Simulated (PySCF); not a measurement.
# BrGe2H5O: the cost of one run

Programs: PySCF 2.14.0, with density-fitted response routines of our own. Each step states its level of theory. These are calculated values for one molecule in the gas phase, unless marked as measured. Atoms are numbered from 0 throughout.

## Step 1: The starting structure

9 atoms, charge 0, multiplicity 1; geometry from: GFN2-xTB. The atoms were then displaced at random by about 0.01 Å, so the start is not that level's minimum.

Bonds of the start (Å): Ge0–O1 1.73, O1–Ge2 1.71, Ge2–Br3 2.27, Ge0–H4 1.53, Ge0–H5 1.49, Ge0–H6 1.49, Ge2–H7 1.52, Ge2–H8 1.54.

## Step 2: Geometry optimisation at PBE0-D3(BJ)/def2-SVP

Job settings and geometry (Å):

```
{"job": {"xc": "PBE0", "basis": "def2-SVP", "d3": "d3bj", "grid": 1, "shake": 0.01, "kind": "geom"}, "charge": 0, "multiplicity": 1}
Ge    -1.678460    -0.167370    -0.180950
O     -0.112060     0.107120     0.508340
Ge     1.581120     0.270070     0.323180
Br     2.338360    -1.209700    -1.220180
H     -2.186110     1.208930    -0.610430
H     -2.459960    -0.716090     0.964130
H     -1.535840    -1.082050    -1.344630
H      1.943880     1.666510    -0.167760
H      2.166880    -0.094570     1.694590
```

The run is started by

```sh
$ OMP_NUM_THREADS=1 python probes_run.py task.json out
```

This one command runs all jobs of the session in turn.

Q: Estimate the wall time and peak memory of this first job on 1 thread of Arm Neoverse V1, shared host.

About 4.6 min, with a peak of 0.61 GiB.
